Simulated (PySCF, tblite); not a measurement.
**C5H10NO radical: geometry, infrared bands and EPR parameters**

What infrared bands and EPR parameters should C5H10NO radical (`[CH2][C@@H](C)C(=O)NC`) show?

Computed with tblite 0.8.0 and PySCF 2.14.0, with density-fitted response routines of our own, on a single molecule in the gas phase. Atoms count from 0, in the outputs and in this text.

## 1. The starting structure

17 atoms, charge 0, multiplicity 2; geometry from: force field or distance geometry start.

Bonds of the start (Å): C0–C1 1.51, C1–C2 1.51, C1–C3 1.54, C3–O4 1.23, C3–N5 1.38, N5–C6 1.45, C0–H7 1.09, C0–H8 1.08, C1–H9 1.09, C2–H10 1.10, C2–H11 1.09, C2–H12 1.10, N5–H13 1.01, C6–H14 1.10, C6–H15 1.11, C6–H16 1.09.

## 2. Optimising the geometry with GFN2-xTB

Job settings and geometry (Å):

```
{"job": {"kind": "relax", "xc": "GFN2-xTB", "basis": "xTB"}, "charge": 0, "multiplicity": 2}
C     -1.347500    -1.361700     0.537600
C     -0.905900    -0.215000    -0.337400
C     -2.039000     0.751700    -0.564600
C      0.300700     0.489800     0.314700
O      0.241700     1.593000     0.845800
N      1.457200    -0.265700     0.279600
C      2.689900     0.230700     0.847200
H     -1.340500    -1.255500     1.623700
H     -1.859600    -2.210000     0.096000
H     -0.574600    -0.622000    -1.289100
H     -2.427800     1.175400     0.369600
H     -1.724300     1.588300    -1.193900
H     -2.889800     0.263100    -1.064900
H      1.433900    -1.206200    -0.092600
H      2.868400     1.259900     0.514800
H      2.601000     0.215000     1.953000
H      3.509100    -0.418800     0.537100
```

Command:

```bash
OMP_NUM_THREADS=1 python probes_run.py task.json out
```

The driver reads the jobs from task.json and runs them one after another.

**Question.** This job is followed by: GFN2-xTB harmonic vibrations, gas phase; UKS B3LYP, pcH-1 on C H N O, non-relativistic, mean-field spin-orbit, GIAO. Predict these results of the whole session: strongest single infrared mode (GFN2-xTB); zero-point energy (GFN2-xTB); g(iso) (B3LYP); ⟨S²⟩; largest a(iso) (averaged by class); potential on the surface of density 0.002 e/bohr³, 1st and 99th percentile.

**Answer**, as computed:

```
                                                                  quantity                  value
                                 strongest single infrared mode (GFN2-xTB)  1756 cm⁻¹, 461 km/mol
                                              zero-point energy (GFN2-xTB)          88.2 kcal/mol
                                                            g(iso) (B3LYP)                2.00279
                                                                      ⟨S²⟩     0.754 (exact 0.75)
                                        largest a(iso) (averaged by class)    13C on C0, 98.3 MHz
potential on the surface of density 0.002 e/bohr³, 1st and 99th percentile     -1.99 V and 2.11 V
```

What this shows: Over 147 steps the energy fell by 0.262 eV; of the close pairs, C0–C1 changed most, 1.508 to 1.467 Å. No mode is imaginary among the 45: a minimum at this level. The strongest single mode, at 1756 cm⁻¹, moves mainly C3 and O4. Unscaled tight-binding wavenumbers are off by several per cent, some by more. Its intensities can rank the bands wrongly. C0 carries the largest spin population, 1.05 e. The isotropic g lies 0.5 ppt above the free-electron value. These values are for one conformer; the search (at its own cheap level) found 2 more, at 0.00, 0.18 kcal/mol (those within 0.05 may be mirror or relabelled copies), and measured spectra average over such forms.
